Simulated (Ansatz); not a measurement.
**CH5AlOSi: taking an electron away**

An exercise on one series of results from a longer session: the logs are not shown, and one member is left open.

The runs use Ansatz 0.2.0, Gaussian basis; unrestricted cation, the program's frozen cores in correlated methods.

The runs, in order: UKS PBE-D4/def2-TZVPP; UKS r2SCAN-D4/def2-TZVPP; UKS PBE0-D4/def2-TZVPP; UKS B3LYP-D4/def2-TZVPP; UKS wB97X-V/def2-TZVPP; UKS wB97M-V/def2-TZVPP; UKS B2PLYP/def2-TZVPP; UHF-MP2/def2-TZVPP; UHF-MP2/def2-QZVPP; then −ε(HOMO) from the neutral's earlier runs with LDA (SPW92), PBE-D4, revPBE-D4, BLYP-D4, r2SCAN-D4, B97M-V, PBE0-D4, B3LYP-D4, r2SCANh-D4, r2SCAN0-D4, HSE06-D4, BHLYP-D4, CAM-B3LYP-D4, LC-ωPBE, ωB97X-V, ωB97M-V.

1 further run of the same task is left out (it didn't finish).

**The relaxed structure**

All runs share one geometry, relaxed beforehand with PBE0-D4 in a triple-zeta def2 set.

SMILES `O[SiH]1[CH2][AlH]1`, 9 atoms, charge 0, spin multiplicity 1.

Atoms are counted from 1 here; the program's logs count them from 0.

Bond lengths: O1–Si2 1.653 Å, O1–H5 0.958 Å, Si2–C3 1.873 Å, Si2–Al4 2.332 Å, Si2–H6 1.493 Å, C3–Al4 1.971 Å, C3–H7 1.088 Å, C3–H8 1.106 Å, Al4–H9 1.585 Å. Angles: Si2–O1–H5 117.0°, O1–Si2–C3 117.2°, O1–Si2–Al4 134.1°, O1–Si2–H6 110.9°, C3–Si2–Al4 54.6°, C3–Si2–H6 110.3°, Al4–Si2–H6 113.8°, Si2–C3–Al4 74.7°, Si2–C3–H7 123.8°, Si2–C3–H8 109.5°, Al4–C3–H7 137.5°, Al4–C3–H8 97.0°, H7–C3–H8 108.8°, Si2–Al4–C3 50.7°, Si2–Al4–H9 171.6°, C3–Al4–H9 137.6°.

The first run:

File in.yaml:

```yaml
crystal:
  periodic: [false, false, false]
  atoms:
    - {symbol: O, position_ang: [-0.295680, 0.694420, -2.040651]}
    - {symbol: Si, position_ang: [0.085057, 0.739541, -0.432910]}
    - {symbol: C, position_ang: [0.687407, -0.851047, 0.350464]}
    - {symbol: Al, position_ang: [-0.816351, -0.252362, 1.475525]}
    - {symbol: H, position_ang: [-0.927785, 1.341757, -2.356924]}
    - {symbol: H, position_ang: [1.036194, 1.852269, -0.141540]}
    - {symbol: H, position_ang: [1.738241, -1.101584, 0.482706]}
    - {symbol: H, position_ang: [0.171301, -1.710704, -0.117146]}
    - {symbol: H, position_ang: [-1.589885, -0.758688, 2.763476]}
basis:
  gaussian: {orbitals: def2-TZVPP}
total_charge: 1
magnetization: {spin_polarized: true, initial_magnetization: 1}
hamiltonian: {xc: pbe, dispersion: d4}
```

Among the steps run: Cation, UKS PBE-D4/def2-TZVPP; Cation, UKS r2SCAN-D4/def2-TZVPP; Cation, UKS PBE0-D4/def2-TZVPP; Cation, UKS B3LYP-D4/def2-TZVPP; Cation, UKS wB97X-V/def2-TZVPP; Cation, UKS wB97M-V/def2-TZVPP; Cation, UKS B2PLYP (frozen core)/def2-TZVPP; Cation, UHF-MP2/def2-TZVPP; Cation, UHF-MP2/def2-QZVPP.

One table of the session follows, with a row left open; its other results are not shown here.

It belongs to the step «Ionisation energies side by side». Orbital estimates, from the neutral's runs:

```
  functional  −ε(HOMO) (eV)
 LDA (SPW92)           5.01
      PBE-D4           4.91
   revPBE-D4           4.87
     BLYP-D4           4.78
   r2SCAN-D4           5.09
      B97M-V           5.12
     PBE0-D4           5.89
    B3LYP-D4           5.72
  r2SCANh-D4           5.45
  r2SCAN0-D4           6.00
    HSE06-D4           5.50
    BHLYP-D4              ?
CAM-B3LYP-D4           7.10
     LC-ωPBE           8.31
     ωB97X-V           8.03
     ωB97M-V           7.83
```

Estimate the missing values for BHLYP-D4.

Worked estimate for «−ε(HOMO) (eV)». Against the share of exact exchange, BLYP-D4 (0, 4.78), B3LYP-D4 (0.2, 5.72) give a slope of 4.70 per unit share; at 0.5 the line stands at 7.13.

The run gave: −ε(HOMO) (eV): 6.77. In «−ε(HOMO) (eV)» the line misses by +0.36.
